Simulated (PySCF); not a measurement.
# From one method to the next for ZnS

Starting from one script, swap the method and compare what comes out for ZnS.

Method: method and basis as typed in the scripts; program: PySCF 2.14.0.

1 further run of the same task is left out (it didn't finish).

## Step 1: Where the work starts

ZnS: 2 atoms, charge 0, spin multiplicity 1.

Bond lengths: Zn1–S2 1.922 Å.

## Step 2: The base run

The input, input.py:

```python
from pyscf import gto, scf, mp

mol = gto.M(
    atom='Zn 0 0 0; S 0 0 1.922',
    basis='def2-svp',
    charge=0,
    spin=0,
    verbose=3,
)
mf = scf.RHF(mol)
mf = mf.density_fit(auxbasis='def2-universal-jkfit')
mf.kernel()
mp.MP2(mf, frozen=10).kernel()
mf.dip_moment()
print('orbital energies (hartree):', mf.mo_energy[..., max(0, mol.nelec[1]-3):mol.nelec[0]+3].round(4))
```

On the command line:

```sh
> OMP_NUM_THREADS=1 python input.py
```

## Step 3: Population analysis

Run 1 changes step after the SCF: mp2 → analyze.

The input, input.py:

```python
from pyscf import gto, scf

mol = gto.M(
    atom='Zn 0 0 0; S 0 0 1.922',
    basis='def2-svp',
    charge=0,
    spin=0,
    verbose=3,
)
mf = scf.RHF(mol)
mf = mf.density_fit(auxbasis='def2-universal-jkfit')
mf.kernel()
mf.analyze()
print('orbital energies (hartree):', mf.mo_energy[..., max(0, mol.nelec[1]-3):mol.nelec[0]+3].round(4))
```

## Step 4: UHF

Run 2 changes SCF type: RHF → UHF.

The input, input.py:

```python
from pyscf import gto, scf, mp

mol = gto.M(
    atom='Zn 0 0 0; S 0 0 1.922',
    basis='def2-svp',
    charge=0,
    spin=0,
    verbose=3,
)
mf = scf.UHF(mol)
mf = mf.density_fit(auxbasis='def2-universal-jkfit')
mf.kernel()
mp.MP2(mf, frozen=10).kernel()
mf.dip_moment()
print('orbital energies (hartree):', [e[max(0, n-3):n+3].round(4) for e, n in zip(mf.mo_energy, mol.nelec)])
```

## Step 5: Frequency run

Run 3 changes step after the SCF: mp2 → frequency.

input.py, as its differences from that of step 2:

```diff
@@ -1,2 +1,3 @@
-from pyscf import gto, scf, mp
+from pyscf import gto, scf
+from pyscf.hessian import thermo
 
@@ -12,3 +13,4 @@
 mf.kernel()
-mp.MP2(mf, frozen=10).kernel()
+hess = mf.Hessian().kernel()
+print('wavenumber (cm^-1) =', thermo.harmonic_analysis(mol, hess)['freq_wavenumber'].round(1))
 mf.dip_moment()
```

## Step 6: B3lyp (RKS)

Run 4 changes functional: none (Hartree–Fock) → b3lyp; SCF type: RHF → RKS; step after the SCF: mp2 → analyze.

The input, input.py:

```python
from pyscf import gto, dft

mol = gto.M(
    atom='Zn 0 0 0; S 0 0 1.922',
    basis='def2-svp',
    charge=0,
    spin=0,
    verbose=3,
)
mf = dft.RKS(mol, xc='b3lyp')
mf = mf.density_fit(auxbasis='def2-universal-jkfit')
mf.kernel()
mf.analyze()
print('orbital energies (hartree):', mf.mo_energy[..., max(0, mol.nelec[1]-3):mol.nelec[0]+3].round(4))
```

Before running it: what results should come out? Wanted: for each run, E(SCF); from base; gap; SCF dipole; after the SCF.

As calculated:

```csv
run,E(SCF) (hartree),from base (eV),gap (eV),SCF dipole (D),after the SCF
base,-2174.898015,0,7.71,7.09,"MP2 correlation -13.300 eV, core frozen"
population analysis,-2174.898015,0.0000,7.71,7.09,n/a
UHF,-2174.898015,0.0000,7.71,7.09,"MP2 correlation -13.300 eV, core frozen"
frequency run,-2174.898015,0.0000,7.71,7.09,highest mode 645 cm⁻¹
b3lyp (RKS),-2177.212453,not comparable,2.14,5.09,n/a
```

**Reading.** With UHF the SCF ends at the base energy. A lower total energy from another functional means nothing by itself. The dearest run is “frequency run”, at 3.6 s against 0.53 s.
